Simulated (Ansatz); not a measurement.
# Al2O3 (corundum): the cost of one run

Method: DFT r2SCAN, scalar-relativistic, plane waves, PAW, in Ansatz 0.2.0.

## Step 1: The system as given

It takes space group R-3c (No. 167, trigonal). The conventional cell has a = 4.759 Å, b = 4.759 Å, c = 12.991 Å, α = 90.00°, β = 90.00°, γ = 120.00°. Al (site symmetry 3) is surrounded by 6 O at 1.85 to 1.97 Å. O (site symmetry 2) has 4 Al at 1.85 to 1.97 Å as nearest neighbours.

Structure file:

```xyz
10
Lattice="2.3795 1.3738 4.3303 -2.3795 1.3738 4.3303 0.0000 -2.7476 4.3303" Properties=species:S:1:pos:R:3 pbc="T T T"
Al    0.0000    0.0000    4.5754
Al    0.0000    0.0000    8.4156
Al    0.0000    0.0000    1.9201
Al    0.0000    0.0000   11.0709
O    -0.9218    1.3738    7.5781
O     0.9218   -1.3738    5.4129
O    -0.7288   -1.4852    7.5781
O     0.7288    1.4852    5.4129
O     1.6507    0.1114    7.5781
O    -1.6507   -0.1114    5.4129
```

## Step 2: Cell and atoms relaxed at 0 GPa

input.yaml reads:

```yaml
crystal:
  lattice:
    - [2.3795, 1.3738049655, 4.3303333333]
    - [-2.3795, 1.3738049655, 4.3303333333]
    - [0.0, -2.7476099311, 4.3303333333]
  atoms:
    - { symbol: Al, position: [0.3522, 0.3522, 0.3522] }
    - { symbol: Al, position: [0.6478, 0.6478, 0.6478] }
    - { symbol: Al, position: [0.1478, 0.1478, 0.1478] }
    - { symbol: Al, position: [0.8522, 0.8522, 0.8522] }
    - { symbol: O, position: [0.5563, 0.9437, 0.25] }
    - { symbol: O, position: [0.4437, 0.0563, 0.75] }
    - { symbol: O, position: [0.25, 0.5563, 0.9437] }
    - { symbol: O, position: [0.75, 0.4437, 0.0563] }
    - { symbol: O, position: [0.9437, 0.25, 0.5563] }
    - { symbol: O, position: [0.0563, 0.75, 0.4437] }
scf:
  occupations: { method: fixed }
output:
  forces: true
  stress: true
  eigenvalues: true
  write_density: true
  write_potential: true
  elf: true
  volumetric_format: npy
hamiltonian:
  xc: r2scan
basis:
  ecutwfc: 560
kpoints:
  mp_grid: { grid: [5, 5, 5] }
relax:
  f_tol: 0.001
  max_steps: 60
  cell: { stress_tol: 0.02, p_target: 0 }
```

Run with:

```
$ ansatz run input.yaml --threads 4 --pin off --max-ram 10240MiB --backend cpu --events-out ev --progress --plain --runs-dir out
```

**Question.** How long does this run take on 4 threads of AMD EPYC 7R43 (Zen 3), shared host, and how much memory does it need?

About 16 s, with a peak of 0.76 GiB.
